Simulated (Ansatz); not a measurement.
# C4H11BSi: the cost of one run

Program: Ansatz 0.2.0. Level of theory: RKS B3LYP-D4/STO-3G. These are calculated values, not measurements.

## 1. The system as given

Bond lengths (14 of 17 bonds, heavy atoms first): C1–B2 1.564 Å, B2–C3 1.607 Å, C3–C4 1.435 Å, C4–C5 1.573 Å, B2–Si6 1.941 Å, C4–Si6 1.880 Å, C1–H7 1.151 Å, C1–H8 1.122 Å, C1–H9 1.060 Å, C3–H10 1.161 Å, C3–H11 1.088 Å, C4–H12 1.126 Å, C5–H13 1.136 Å, C5–H14 1.071 Å. Angles (14 of 33 angles, heavy atoms first): C1–B2–C3 135.5°, C1–B2–Si6 138.7°, C3–B2–Si6 85.9°, B2–C3–C4 103.4°, C3–C4–C5 115.1°, C3–C4–Si6 93.3°, C5–C4–Si6 109.8°, B2–Si6–C4 77.4°, B2–C1–H7 108.6°, B2–C1–H8 111.8°, B2–C1–H9 115.0°, B2–C3–H10 108.8°, B2–C3–H11 111.2°, C4–C3–H10 109.5°.

As a file:

```xyz
17

C     1.0212    2.5126    0.2389
B     0.4044    1.0754    0.2640
C     0.9576   -0.4128    0.0169
C    -0.1847   -1.2407    0.2786
C    -0.7214   -2.0470   -0.9607
Si   -1.3074    0.2295    0.6152
H     0.4484    3.1450   -0.5332
H     0.8773    3.0457    1.2157
H     2.0555    2.5525    0.0120
H     1.7863   -0.6385    0.7984
H     1.3765   -0.5165   -0.9818
H    -0.1386   -1.8887    1.1984
H    -0.8752   -1.3545   -1.8486
H    -0.0114   -2.8256   -1.1551
H    -1.7050   -2.5325   -0.7287
H    -2.2945    0.5312   -0.4113
H    -1.7081    0.3645    2.0217
```

## 2. Relaxing the start

Input file input.yaml:

```yaml
crystal:
  periodic: [false, false, false]
  atoms:
    - { symbol: C, position_ang: [1.0212, 2.5126, 0.2389] }
    - { symbol: B, position_ang: [0.4044, 1.0754, 0.264] }
    - { symbol: C, position_ang: [0.9576, -0.4128, 0.0169] }
    - { symbol: C, position_ang: [-0.1847, -1.2407, 0.2786] }
    - { symbol: C, position_ang: [-0.7214, -2.047, -0.9607] }
    - { symbol: Si, position_ang: [-1.3074, 0.2295, 0.6152] }
    - { symbol: H, position_ang: [0.4484, 3.145, -0.5332] }
    - { symbol: H, position_ang: [0.8773, 3.0457, 1.2157] }
    - { symbol: H, position_ang: [2.0555, 2.5525, 0.012] }
    - { symbol: H, position_ang: [1.7863, -0.6385, 0.7984] }
    - { symbol: H, position_ang: [1.3765, -0.5165, -0.9818] }
    - { symbol: H, position_ang: [-0.1386, -1.8887, 1.1984] }
    - { symbol: H, position_ang: [-0.8752, -1.3545, -1.8486] }
    - { symbol: H, position_ang: [-0.0114, -2.8256, -1.1551] }
    - { symbol: H, position_ang: [-1.705, -2.5325, -0.7287] }
    - { symbol: H, position_ang: [-2.2945, 0.5312, -0.4113] }
    - { symbol: H, position_ang: [-1.7081, 0.3645, 2.0217] }
basis:
  gaussian: { orbitals: STO-3G }
hamiltonian:
  xc: b3lyp
  dispersion: d4
relax:
  f_tol: 0.02
  max_steps: 40
output:
  orbitals: {}
```

The run is started by

```
$ ansatz run input.yaml --threads 1 --pin off --max-ram 2048MiB --backend cpu --events-out ev --progress --plain --runs-dir out
```

**Question.** How long does this run take on 1 thread of AMD EPYC (Zen 3), shared host, and how much memory does it need?

About 2.6 min, with a peak of 0.14 GiB.
